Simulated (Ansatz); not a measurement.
# ZrH, space group I-4m2: a series of slab calculations

Computed with Ansatz 0.2.0, Python API.

Contents of `zrh.cif`:
```cif
data_ZrH
_cell_length_a 3.417145
_cell_length_b 3.417145
_cell_length_c 3.417145
_cell_angle_alpha 122.48854
_cell_angle_beta 122.48854
_cell_angle_gamma 85.74119
_symmetry_space_group_name_H-M 'P 1'
_symmetry_Int_Tables_number 1
loop_
_symmetry_equiv_pos_as_xyz
'x, y, z'
loop_
_atom_site_label
_atom_site_type_symbol
_atom_site_fract_x
_atom_site_fract_y
_atom_site_fract_z
Zr1 Zr    0.000000    0.000000    0.000000
H2 H    0.750000    0.250000    0.500000
```

At the Python prompt:
```pycon
>>> import warnings
>>> import ansatz as az
>>> from ase.build import surface
>>> from ase.io import read
>>> import numpy as np
>>> from tabulate import tabulate
>>> warnings.simplefilter("ignore", az.DeckWarning)
>>> atoms = read("zrh.cif")
>>> # the plane is named in the basis of this cell
>>> rows = []
>>> for value in [2, 3, 4, 5]:
...     slab = surface(atoms, (1, 0, 0), value, vacuum=8.0)
...     slab.pbc = True
...     setup = (
...         az.Crystal.from_ase(slab).calculation()
...         .basis(19 * az.Ha)
...         .functional(az.Functional.PBESOL)
...         .occupations(az.OccupationsMethod.FERMI_DIRAC, width=0.15)
...         .kpoints(6, 6, 1)
...         .electric_field(axis=3, dipole_correction=True)
...     )
...     r = setup.run(threads=1, pin="off").report
...     face = r["work_function"]
...     rows.append((value, len(slab), r["free_energy_ev"], face["dipole_moment_e_ang"], face.get("phi_plus_ev"), face.get("phi_minus_ev")))
...
>>> print(tabulate(rows, headers=["layers", "atoms", "F (eV)", "dipole (e A)", "phi upper (eV)", "phi lower (eV)"], floatfmt=".4f", missingval="-"))
  layers    atoms       F (eV)    dipole (e A)    phi upper (eV)    phi lower (eV)
--------  -------  -----------  --------------  ----------------  ----------------
       2        4   -8286.3094         -0.1504            6.7328            3.9693
       3        6  -12431.3979         -0.1452            6.6536            3.9864
       4        8  -16576.4946         -0.1438            6.6295            3.9872
       5       10  -20721.5721         -0.1439            6.6278            3.9844
>>> # the slope is the bulk energy, the intercept twice the surface energy
>>> slope, intercept = np.polyfit([row[1] for row in rows[1:]], [row[2] for row in rows[1:]], 1)
>>> area = np.linalg.norm(np.cross(slab.cell[0], slab.cell[1]))
>>> print(f"bulk {slope:.4f} eV/atom, mean surface energy {intercept / (2 * area) * 16.02177:.3f} J/m^2")
bulk -2072.5435 eV/atom, mean surface energy 3.140 J/m^2
```

Reading the output:
- Total energies depend on the potentials; only differences at equal settings carry meaning.
- The mesh is modest for a metal, so energies can be off by several to tens of meV an atom and pressures by half a GPa or more; differences at equal mesh fare better.
- The smearing is wide enough that free energy and stress hold a thermal part of the electrons.
- This cell is a computed structure, which may not be the phase found in nature.
- The slabs are thin, unrelaxed cuts of the structure as given, on a modest mesh, so the surface energy isn't converged; Miller indices refer to the cell as typed, and unlike faces give only a mean.
- The whole script took 39 s on 1 thread of Arm Neoverse V2 (shared host), peak memory 0.64 GiB.
